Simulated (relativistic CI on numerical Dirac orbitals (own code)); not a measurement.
# Mn: the cost of one run

Method: charge-transfer multiplet model of a cubic metal-ligand cluster with up to 1 ligand holes, Slater and spin-orbit integrals from Dirac-Coulomb-Breit ions, Slater integrals scaled by 0.8. Code: relativistic CI on numerical Dirac orbitals (own code) version 3.

## (1) The system

* ion: Mn⁴⁺ (Mn V)
* nuclear charge: 25
* electrons: 21
* d electrons: 3
* ligand holes at most: 1
* parameters: in eV; Veg, Vt2g hoppings, tenDq and tenDqL metal and ligand splittings (negative tenDq: tetrahedral), red the scaling of hopping with a core hole
* temperature: 20 K
* widths: Lorentz 0.4 eV, Gauss 0.3 eV

## (2) Delta = -1.2 eV

Settings of the run:

```ini
cluster ion=Mn4+ d3 ligand_holes=1 slater_scale=0.8
Delta=-1.2 Udd=6.1 Upd=7.7 tenDq=0.9 tenDqL=0.3 Veg=1.6 Vt2g=-0.69 red=0.8
spectrum xas L2,3 T=20 lorentz=0.4 gauss=0.3
```

The run is started by

```console
$ python run_levels.py task.json out
```

task.json lists these runs, among others, and the program works through them in turn.

**Question.** How long does this run take on 1 thread of Neoverse-V1, shared host, and how much memory does it need?

About 3.1 s, with a peak of 0.2 GiB.
